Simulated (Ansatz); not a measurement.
# GdCd2: the cost of one run

Computed with Ansatz 0.2.0 (DFT PBEsol, with the methods named in each step, unless a step's input says otherwise).

### Step 1. Starting point

It takes space group P6/mmm (No. 191, hexagonal). Conventional cell: a = 4.965 Å, b = 4.965 Å, c = 3.481 Å, α = 90.00°, β = 90.00°, γ = 120.00°. Gd (site symmetry 6/mmm) is surrounded by 12 Cd at 3.35 Å and 2 Gd at 3.48 Å. Cd (site symmetry -6m2) has 5 Cd at 2.87 to 3.48 Å and 6 Gd at 3.35 Å in its first shell of neighbours.

As a file:

```
Gd Cd
1.0
     4.96464    0.00000    0.00000
    -2.48232    4.29950    0.00000
     0.00000    0.00000    3.48080
Gd Cd
1 2
Direct
  0.00000 0.00000 0.00000
  0.66667 0.33333 0.50000
  0.33333 0.66667 0.50000
```

Atoms are numbered in the order of the input: Gd1, Cd2, Cd3.

### Step 2. Free moments, LAPW

Contents of input.yaml:

```yaml
crystal:
  lattice:
    - [4.9646396048, 0.0, 0.0]
    - [-2.4823198024, 4.2995040184, 0.0]
    - [0.0, 0.0, 3.4808024]
  atoms:
    - { symbol: Gd, position: [0.0, 0.0, 0.0], spin: 7.0 }
    - { symbol: Cd, position: [0.6666666667, 0.3333333333, 0.5] }
    - { symbol: Cd, position: [0.3333333333, 0.6666666667, 0.5] }
magnetization:
  spin_polarized: true
kpoints:
  mp_grid: { grid: [8, 8, 10] }
scf:
  occupations: { method: fermi_dirac, width: 0.03 }
hamiltonian:
  xc: pbesol
  pseudopotentials: { kind: all_electron, lapw: { basis_error: 0.001 } }
output:
  forces: true
  stress: true
  eigenvalues: false
  populations: true
```

Launch:

```bash
ansatz run input.yaml --threads 2 --pin off --max-ram 6144MiB --backend cpu --events-out ev --progress --plain --runs-dir out
```

**Question.** How long does this run take on 2 threads of Intel Xeon Platinum 8375C at 2.90GHz (Ice Lake), shared host, and how much memory does it need?

About 48 s, with a peak of 0.89 GiB.
